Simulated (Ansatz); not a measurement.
# C2H5GeN: a ladder of functionals and wavefunction methods

The task here is to estimate one member of a computed series from the others.

Program: Ansatz 0.2.0, Gaussian basis. Level of theory: functionals in def2-TZVPP, the program's frozen cores in correlated methods. These are calculated values, not measurements.

Levels to be run: LDA (SPW92), PBE-D4, revPBE-D4, BLYP-D4, r2SCAN-D4, B97M-V, PBE0-D4, B3LYP-D4, r2SCANh-D4, r2SCAN0-D4, HSE06-D4, BHLYP-D4, CAM-B3LYP-D4, LC-ωPBE, ωB97X-V, ωB97M-V, B2PLYP, PBE-QIDH; CCSD(T)/def2-SVP; CCSD(T)/def2-TZVPP; MP2/def2-QZVPP; extrapolation to the limit; RPA on PBE.

## Structure used throughout

All runs share one geometry, relaxed beforehand with PBE0-D4 in a triple-zeta def2 set.

SMILES `N=[C]1[CH2][GeH2]1`, 9 atoms, charge 0, spin multiplicity 1.

Atoms are counted from 1 here; the program's logs count them from 0.

Bond lengths: N1–C2 1.252 Å, N1–H5 1.027 Å, C2–C3 1.493 Å, C2–Ge4 1.930 Å, C3–Ge4 1.989 Å, C3–H6 1.089 Å, C3–H7 1.089 Å, Ge4–H8 1.526 Å, Ge4–H9 1.526 Å. Angles: C2–N1–H5 110.6°, N1–C2–C3 141.3°, N1–C2–Ge4 149.0°, C3–C2–Ge4 69.7°, C2–C3–Ge4 65.5°, C2–C3–H6 116.5°, C2–C3–H7 116.5°, Ge4–C3–H6 118.6°, Ge4–C3–H7 118.4°, H6–C3–H7 113.2°, C2–Ge4–C3 44.8°, C2–Ge4–H8 120.6°, C2–Ge4–H9 120.6°, C3–Ge4–H8 117.0°, C3–Ge4–H9 117.0°, H8–Ge4–H9 116.5°.

Set-up of the first run:

The input, in.yaml:

```yaml
crystal:
  periodic: [false, false, false]
  atoms:
    - {symbol: N, position_ang: [-1.012329, 0.884178, -1.521226]}
    - {symbol: C, position_ang: [-0.426620, 0.306473, -0.577686]}
    - {symbol: C, position_ang: [0.869952, 0.303653, 0.161675]}
    - {symbol: Ge, position_ang: [-0.453772, -1.029218, 0.814571]}
    - {symbol: H, position_ang: [-0.406566, 1.602571, -1.935924]}
    - {symbol: H, position_ang: [1.741275, -0.052067, -0.385518]}
    - {symbol: H, position_ang: [1.078195, 1.173975, 0.781651]}
    - {symbol: H, position_ang: [-0.178811, -2.494380, 0.490424]}
    - {symbol: H, position_ang: [-1.122923, -0.741384, 2.155032]}
basis:
  gaussian: {orbitals: def2-TZVPP}
hamiltonian: {xc: lda}
output: {orbitals: {seedname: orbitals}}
```

Command:

```bash
$ ansatz run in.yaml --threads 2 --pin off --events-out ev --progress --plain --max-ram 4352MiB
```

Steps of the session up to this table: LDA; PBE-D4 (GGA); revPBE-D4 (GGA); BLYP-D4 (GGA); r2SCAN-D4 (meta-GGA); B97M-V (meta-GGA); PBE0-D4 (hybrid); B3LYP-D4 (hybrid); r2SCANh-D4 (hybrid); r2SCAN0-D4 (hybrid); HSE06-D4 (hybrid); BHLYP-D4 (hybrid); CAM-B3LYP-D4 (range-separated); LC-ωPBE (range-separated); ωB97X-V (range-separated); ωB97M-V (range-separated); B2PLYP (double hybrid); PBE-QIDH (double hybrid).

One of the session's tables, all rows but one given; the rest of the session is left out.

It belongs to the step «Orbital energies across the functionals». 

| functional | HOMO (eV) | gap (eV) |
| --- | --- | --- |
| LDA (SPW92) | -5.55 | 3.48 |
| PBE-D4 | -5.45 | 3.58 |
| revPBE-D4 | ? | ? |
| BLYP-D4 | -5.34 | 3.63 |
| r2SCAN-D4 | -5.68 | 4.00 |
| B97M-V | -5.77 | 4.20 |
| PBE0-D4 | -6.63 | 5.83 |
| B3LYP-D4 | -6.44 | 5.42 |
| r2SCANh-D4 | -6.12 | 4.84 |
| r2SCAN0-D4 | -6.78 | 6.08 |
| HSE06-D4 | -6.23 | 5.05 |
| BHLYP-D4 | -7.71 | 8.10 |
| CAM-B3LYP-D4 | -7.92 | 8.35 |
| LC-ωPBE | -9.18 | 10.79 |
| ωB97X-V | -8.88 | 10.40 |
| ωB97M-V | -8.78 | 10.18 |

**Question.** Estimate the row for revPBE-D4.

As computed: HOMO (eV): -5.40; gap (eV): 3.62. In the column «HOMO (eV)» it lies between PBE-D4 (-5.45) and BLYP-D4 (-5.34).
